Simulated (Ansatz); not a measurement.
Which YAML input does this script hand to the engine? (Ansatz's Python interface)

The script, `run_scf.py`:
```python
# -*- coding: utf-8 -*-
"""Single point of TcN2, distorted."""

from pathlib import Path
import warnings

import ansatz as az
from ase.io.cube import read_cube_data
from ase.units import Bohr
import pandas as pd

warnings.simplefilter("ignore", az.DeckWarning)

lattice = az.Lattice.of(
    (-0.06745, 2.50898, 2.44676),
    (2.42019, -0.04856, 2.42787),
    (2.39755, 2.46746, -0.02592),
)
sites = [
    ("Tc", (0.99738, 0.99591, 0.02106)),
    ("N", (0.75139, 0.74376, 0.76592)),
    ("N", (0.25302, 0.26489, 0.24709)),
]
crystal = az.Crystal(lattice=lattice)
for symbol, position in sites:
    crystal = crystal.atom(symbol, position)

# settings of the run
calc = (
    crystal.calculation()
    .occupations("fermi_dirac", width=150 * az.meV)
    .basis(23 * az.Ha)
    .pseudopotentials("paw")
    .kpoints(5, 6, 6)
    .functional("pbe")
    .compute(bader_charges=True, density=True, output_files={"volumetric_format": "cube"})
)
result = calc.run(threads=1, backend="cpu")
summary = result.report

print("%-22s %14.5f eV" % ("F = E - TS", summary["free_energy_ev"]))
print("%-22s %14.5f eV" % ("E", summary["internal_energy_ev"]))
print("%-22s %14.5f eV" % ("Harris-Foulkes", summary["harris_foulkes_ev"]))
print("%-22s %14.5f eV" % ("Fermi level", summary["fermi_energy_ev"]))

basins = result.bader_charges()
frame = pd.DataFrame([(a.symbol, a.partial_charge_e, a.basin.volume_ang3) for a in basins.atoms], columns=["atom", "charge (e)", "volume (A^3)"])
print(frame.round(3).to_string())
print("sum of charges", round(frame["charge (e)"].sum(), 4), " sum of volumes", round(frame["volume (A^3)"].sum(), 3))

# cube files hold the density in electrons per cubic bohr
folder = Path(result.write_results("cubes"))
print("\n".join((folder / "rho.cube").read_text().splitlines()[: 6 + 3]))
values, cube_atoms = read_cube_data(str(folder / "rho.cube"))
print("electrons from the file:", round(values.mean() * cube_atoms.get_volume() / Bohr ** 3, 3))
```

`python run_scf.py` gives:
```text
F = E - TS                -6163.61989 eV
E                         -6163.42686 eV
Harris-Foulkes            -6163.61989 eV
Fermi level                  14.56379 eV
  atom  charge (e)  volume (A^3)
0   Tc       1.802        10.644
1    N      -0.901         9.704
2    N      -0.900         9.714
sum of charges -0.0  sum of volumes 30.062
ansatz rho
values in e/bohr^3 (x slowest, z fastest)
    3    0.000000    0.000000    0.000000
   30   -0.004249    0.158043    0.154124
   30    0.152450   -0.003059    0.152934
   30    0.151024    0.155427   -0.001633
   43   43.000000    4.523079    4.735672    9.179805
    7    7.000000    6.775973    7.065653    6.849068
    7    7.000000    2.298717    2.327469    2.373105
electrons from the file: 25.0
```

`input.yaml`:
```yaml
crystal:
  lattice:
    - [-0.06745, 2.50898, 2.44676]
    - [2.42019, -0.04856, 2.42787]
    - [2.39755, 2.46746, -0.02592]
  atoms:
    - { symbol: Tc, position: [0.99738, 0.99591, 0.02106] }
    - { symbol: "N", position: [0.75139, 0.74376, 0.76592] }
    - { symbol: "N", position: [0.25302, 0.26489, 0.24709] }
basis:
  ecutwfc: 625.8618836577
kpoints:
  mp_grid: { grid: [5, 6, 6] }
hamiltonian:
  xc: pbe
  pseudopotentials: { kind: paw }
scf:
  occupations: { method: fermi_dirac, width: 0.15 }
output:
  write_density: true
  volumetric_format: cube
  bader: true
```

Launched from the shell:
```console
$ ansatz run input.yaml --threads 1 --pin off --max-ram 3072MiB --backend cpu --events-out ev --progress --plain --runs-dir out
Engine: ansatz 0.2.0, aarch64-unknown-linux-gnu
Pseudopotentials: kind: paw
Pseudopotential: Tc, paw, valence charge 15, recommended cutoff 500 eV (normal), Tc.paw.azcp
Pseudopotential: N, paw, valence charge 5, recommended cutoff 420 eV (normal), N.paw.azcp
Functional definition: PBE
  parameter kappa = 0.804
  parameter beta = 0.06672455060314922
  exchange = pbe_x(kappa = kappa, mu = beta*pi^2/3)
  correlation = pbe_c(beta = beta)
Crystal: 3 atoms, lattice volume = 30.062 Å³
Basis set: ecut = 625.8618836577 eV, 1051 PW (Γ)
Bands: 17, of which v1, the nominal top of the filled ones, is band 13 counted from 1 (12 counted from 0)
Symmetry: 1 space group operations
Space group: P1 (ITA 1), of the structure as read, at distance tolerance 3.1e-5 Å
k-points: 92 of 180 (time reversal used)
Non-local potential: Tc, projectors of the file, l = 0: 3, l = 1: 3, l = 2: 2, l = 3: 2
Non-local potential: N, projectors of the file, l = 0: 2, l = 1: 2, l = 2: 1
PAW form: soft (Blöchl's): semilocal exchange-correlation on the pseudo side does not see the compensation charge
PAW one-centre angular grid: Tc, 590 points (default); XC on 64 Gauss nodes
PAW one-centre angular grid: N, 110 points (default); XC on 64 Gauss nodes
Initial density: superposition of atomic densities (chi_scale 0.1, normalization cell, long waves kept (reshape's long-wave potential 0.00 eV rms))
Initial wavefunctions: pseudopotential atomic-orbital guess
Functional: x = pbe(κ = 0.804, μ = 0.2195149727645171), c = pbe(β = 0.06672455060314922)
SCF iter   1: F=—  HF=-6163.734567 eV  |F-HF|=—  |Δ(HF+E_count)|=         —  Δρ=5.87e-2  dr2=1.01e0  ethr=3.10e-3  ⟨swp⟩=5.1  Hψ=6892  notcnv=0
preconditioner: auto → Kerker (q_TF=auto, 2.646 Å⁻¹)  [metal: Δε(μ)=0.006 eV  Ē_g=8.919 eV  σ=0.150 eV  W_gap=0.01  n_scr=14 (ndim 8)  ℏωp=27.9 eV  f_vac=0.000  D(μ)=2.86/eV (n_scr^D=30)]
SCF iter   2: F=—  HF=-6163.664799 eV  |F-HF|=—  |Δ(HF+E_count)|=   6.98e-2  Δρ=3.76e-2  dr2=4.40e-1  ethr=3.10e-3  ⟨swp⟩=1.0  Hψ=2300  notcnv=0
SCF iter   3: F=—  HF=-6163.612782 eV  |F-HF|=—  |Δ(HF+E_count)|=   5.20e-2  Δρ=5.75e-3  dr2=1.09e-2  ethr=1.76e-3  ⟨swp⟩=2.6  Hψ=2264  notcnv=0
SCF iter   4: F=—  HF=-6163.617996 eV  |F-HF|=—  |Δ(HF+E_count)|=   5.21e-3  Δρ=2.07e-3  dr2=1.83e-3  ethr=4.37e-5  ⟨swp⟩=1.8  Hψ=1841  notcnv=0
SCF iter   5: F=—  HF=-6163.619813 eV  |F-HF|=—  |Δ(HF+E_count)|=   1.82e-3  Δρ=6.43e-4  dr2=8.41e-5  ethr=7.32e-6  ⟨swp⟩=2.0  Hψ=2321  notcnv=0
SCF iter   6: F=—  HF=-6163.619880 eV  |F-HF|=—  |Δ(HF+E_count)|=   6.76e-5  Δρ=1.38e-4  dr2=2.98e-6  ethr=3.36e-7  ⟨swp⟩=2.2  Hψ=2300  notcnv=0
SCF iter   7: F=—  HF=-6163.619886 eV  |F-HF|=—  |Δ(HF+E_count)|=   6.04e-6  Δρ=2.61e-5  dr2=1.08e-7  ethr=1.19e-8  ⟨swp⟩=2.1  Hψ=2387  notcnv=0
SCF iter   8: F=-6163.619887 eV  HF=-6163.619887 eV  |F-HF|=2.35e-8  |Δ(HF+E_count)|=   5.04e-7  Δρ=4.85e-6  dr2=4.20e-9  ethr=4.00e-10  ⟨swp⟩=3.0  Hψ=3351  notcnv=0
SCF 1 converged in 8 iterations: F = -6163.619887 eV  dr2 = 4.20e-9
  greatest PAW one-centre occupation: 0.990 electrons in one spin orbital (limit 2), on the Tc atom at site 0 (counted from 0), in its partial waves of l = 0
SCF converged after 8 iterations
Free energy (F): -6163.619887 eV
Harris-Foulkes:  -6163.619887 eV  (|F-HF|=2.35e-8)
Internal energy: -6163.426863 eV  (E = F + TS)
E sigma→0 (E₀):  -6163.523375 eV
Entropy (-TS):   -0.193024 eV (-64.341 meV/atom)
Fermi energy:    14.563795 eV
--- Per-component energies (eV) ---
  E_band       = -109.141863
  E_kinetic    = 872.035246
  E_local      = -1755.771419  (includes V_loc(G=0)·N_el)
  E_nonlocal   = 378.809565
  E_hartree    = 497.492034
  E_xc         = -355.722435
  E_vxc        = -442.526776  (∫ρ·V_xc dr)
  E_paw        = -3531.164138  (= ΣΔE_a)
  E_vpaw       = -156.673053  (= ΣTr[D̂ρ^β])
  E_aug_tail   = 0.000006  (compensation charges beyond the density's cutoff)
  E_ewald      = -2269.105721
  E_smearing   = -0.193024  (= −TS)
  E_closure    = -0.000000  (closes the sum)
  Σ components = -6163.619887   (vs F -6163.619887, Δ=0.00e0)
--- Bader charges: 3 sites ---
  site symbol  charge [e]  shift [e]
     0     Tc      1.8015     0.0000
     1      N     -0.9012     0.0000
     2      N     -0.9004     0.0000
  estimated error of the sums over rays = 3.8e-4 e
```

What to keep in mind:
- Absolute energies stand on the zero of these potentials, so only differences at equal settings mean something. A total without «per atom» is that of the cell as typed.
- No spin polarisation was allowed.
- The mesh is modest for a metal, so energies can be off by several to tens of meV an atom and pressures by half a GPa or more; differences at equal mesh fare better.
- The zero of the levels is a convention of the potentials, so an absolute Fermi energy is no work function.
- Bader volumes count only the part of each basin above a small density, so their sum can fall short of the cell.
- The smearing is wide enough that free energy and stress hold a thermal part of the electrons.
- Grid values close to the nuclei reflect the PAW or pseudopotential construction, not the all-electron fields.
- The cell is a database structure, distorted on purpose.
- Wall time of the script: 21 s on 1 thread of Arm Neoverse V2 (shared host), peak memory 0.49 GiB.

(A comment or docstring line of the script was reworded after the run, the code is as it ran; lines on the test bed's own set-up are left out of the output.)
